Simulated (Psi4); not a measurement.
**Two attempts at SnH3Cl (SMILES [Cl][SnH3])**

Wanted: the charge distribution of SnH3Cl, HCTH/120-D3(BJ)/def2-TZVPP (density fitting, core potential, IEF-PCM acetonitrile).

The results are computed with Psi4 1.11.

1 further run of the same task is left out (set aside as unsound or not needed).

## 1. The structure to begin with

The species is SnH3Cl (5 atoms), meant as a singlet with charge 0. SMILES: `[Cl][SnH3]`. Geometry: relaxed at PBE0-D4/def2-TZVP.

Bond lengths: Cl1–Sn2 2.334 Å, Sn2–H3 1.700 Å, Sn2–H4 1.700 Å, Sn2–H5 1.700 Å. Angles: Cl1–Sn2–H3 106.1°, Cl1–Sn2–H4 106.1°, Cl1–Sn2–H5 106.1°, H3–Sn2–H4 112.7°, H3–Sn2–H5 112.7°, H4–Sn2–H5 112.7°.

## 2. The input as first written

Contents of clh3sn.dat:

```
memory 1600 MB

molecule molecule1 {
  Cl
  Sn 1 R2
  H 2 R3 1 A3
  H 2 R4 3 A4 1 D4
  H 2 R5 3 A5 4 D5

  R2 = 2.333742
  R3 = 1.700008
  A3 = 106.05414
  R4 = 1.700058
  A4 = 112.6596
  D4 = 115.59198
  R5 = 1.699993
  A5 = 112.66156
  D5 = 128.81151
  units angstrom
  symmetry td
}

set scf_type mem_df
set pcm true

pcm = {
  Units = Angstrom
  Medium {
    SolverType = IEFPCM
    Solvent = Acetonitrile
  }
  Cavity {
    Type = GePol
    RadiiSet = UFF
    Scaling = False
    Area = 0.3
    Mode = Implicit
  }
}

e_tot, wfn = energy('hcth120-d3bj2b/def2-TZVPP', return_wfn=True)
oeprop(wfn, 'MULLIKEN_CHARGES', 'MAYER_INDICES', 'QUADRUPOLE', 'WIBERG_LOWDIN_INDICES', title='HCTH120-D3BJ2B')
```

The run is started by

```console
psi4 -i clh3sn.dat -o clh3sn.out -n 1
```

clh3sn.out:

```text
Psi4 1.11 release

RuntimeError:
Fatal Error: PointGroup: Unknown point group name provided.

Printing out the relevant lines from the Psithon --> Python processed input file:
    from psi4.driver.wrapper_database import database, db, DB_RGT, DB_RXN
    from psi4.driver.wrapper_autofrag import auto_fragments
    psi4_io = core.IOManager.shared_object()
    core.set_memory_bytes(1600000000)

--> molecule1 = geometry("""
      Cl
      Sn 1 R2
      H 2 R3 1 A3
      H 2 R4 3 A4 1 D4
      H 2 R5 3 A5 4 D5

!----------------------------------------------------------------------------------!
!                                                                                  !
! Fatal Error: PointGroup: Unknown point group name provided.                      !
!                                                                                  !
!----------------------------------------------------------------------------------!

    Psi4 run time: 0:00:00.01
```

It took 0.95 s on 1 thread of Intel Xeon 6975P-C (Granite Rapids), shared host; peak memory 0.13 GiB.

## 3. What went wrong

The run ended with an error.

The log says `Fatal Error: PointGroup: Unknown point group name provided.`. Cause: the input holds a word that the program doesn't know. To mend it: symmetry c1 in place of td.

## 4. Try two

Contents of input.inp:

```
memory 1600 MB

molecule {
  Cl
  Sn 1 r2
  H 2 r3 1 a3
  H 2 r4 3 a4 1 d4
  H 2 r5 3 a5 4 d5

  r2 = 2.333742
  r3 = 1.700008
  a3 = 106.05414
  r4 = 1.700058
  a4 = 112.6596
  d4 = 115.59198
  r5 = 1.699993
  a5 = 112.66156
  d5 = 128.81151
  symmetry c1
}

set globals {
  scf_type mem_df
  pcm      true
}

pcm = {
  Units = Angstrom
  Medium {
    SolverType = IEFPCM
    Solvent = Acetonitrile
  }
  Cavity {
    Type = GePol
    RadiiSet = UFF
    Scaling = False
    Area = 0.3
    Mode = Implicit
  }
}

e_tot, wfn = energy("hcth120-d3bj/def2-TZVPP", return_wfn=True)
oeprop(wfn, "MULLIKEN_CHARGES", "MAYER_INDICES", "QUADRUPOLE", "WIBERG_LOWDIN_INDICES", title="HCTH120-D3BJ")
```

The run is started by

```console
psi4 -n 1 input.inp input.out
```

input.out (excerpt; [...] marks lines left out):

```text
[...]
    !!!  WARNING: ECP capability is in beta. Please check occupations closely.  !!!
[...]
  Running in c1 symmetry.
[...]
  Nuclear repulsion =  114.226510920853656
[...]
  Multiplicity = 1
[...]
  Nalpha       = 21
  Nbeta        = 21
[...]
    Number of basis functions: 134
[...]
   @DF-RKS iter   1:  -676.73684512940576   -9.66479e-01   5.72803e-03 DIIS/ADIIS
[...]
   @DF-RKS iter   8:  -676.97475645560723   -1.39669e-08   5.88231e-07 DIIS
[...]
  @DF-RKS Final Energy:  -676.97475645560723
   => Energetics <=
    Nuclear Repulsion Energy =            114.2265109208536558
    One-Electron Energy =               -1242.1427470738144621
    Two-Electron Energy =                 499.0832382972683945
    DFT Exchange-Correlation Energy =     -48.1268401241292167
    Empirical Dispersion Energy =          -0.0060061177381291
    VV10 Nonlocal Energy =                  0.0000000000000000
    PCM Polarization Energy =              -0.0089123580473866
    Total Energy =                       -676.9747564556072348
[...]
 Multipole Moments:
 ------------------------------------------------------------------------------------
     Multipole            Electronic (a.u.)      Nuclear  (a.u.)        Total (a.u.)
 ------------------------------------------------------------------------------------
 L = 1.  Multiply by 2.5417464519 to convert [e a0] to [Debye]
 Dipole X            :          0.0000188           -0.0001769           -0.0001581
 Dipole Y            :         -0.0001526           -0.0000261           -0.0001787
 Dipole Z            :         33.3419609          -31.9996091            1.3423518
 Magnitude           :                                                    1.3423518
 L = 2.  Multiply by 1.3450342976 to convert [e a0^2] to [Debye ang]
 Quadrupole XX       :        -43.8428809           14.2971850          -29.5456958
 Quadrupole XY       :          0.0005126           -0.0001275            0.0003851
[...]
  Mulliken Charges: (a.u.)
   Center  Symbol    Alpha    Beta     Spin     Total
       1    CL     8.74092  8.74092  0.00000 -0.48185
       2    SN    10.54766 10.54766  0.00000  0.90467
       3     H     0.57049  0.57049  0.00000 -0.14097
       4     H     0.57049  0.57049  0.00000 -0.14097
       5     H     0.57044  0.57044  0.00000 -0.14088
   Total alpha = 21.00000, Total beta = 21.00000, Total charge = -0.00000
  Mayer Bond Indices:
[...]
```

Wall time 8.7 s (1 thread of Intel Xeon 6975P-C (Granite Rapids), shared host); peak memory 0.61 GiB.

Atomic charges (e):

```csv
atom,Mulliken
Cl1,-0.482
Sn2,+0.905
H3,-0.141
H4,-0.141
H5,-0.141
```

## 5. Results

At HCTH/120-D3(BJ)/def2-TZVPP (density fitting, core potential, IEF-PCM acetonitrile):

| quantity | value |
| --- | --- |
| total energy | -676.97476 Eh |
| dipole moment | 3.41 D |
| HOMO energy | -7.34 eV |
| LUMO energy | -1.42 eV |
| HOMO–LUMO gap | 5.92 eV |
| dispersion energy | -15.77 kJ/mol |
| solvent term in the energy | -23.4 kJ/mol |

In words: Mulliken charges run from -0.48 on Cl1 to +0.90 on Sn2; they depend strongly on the basis.
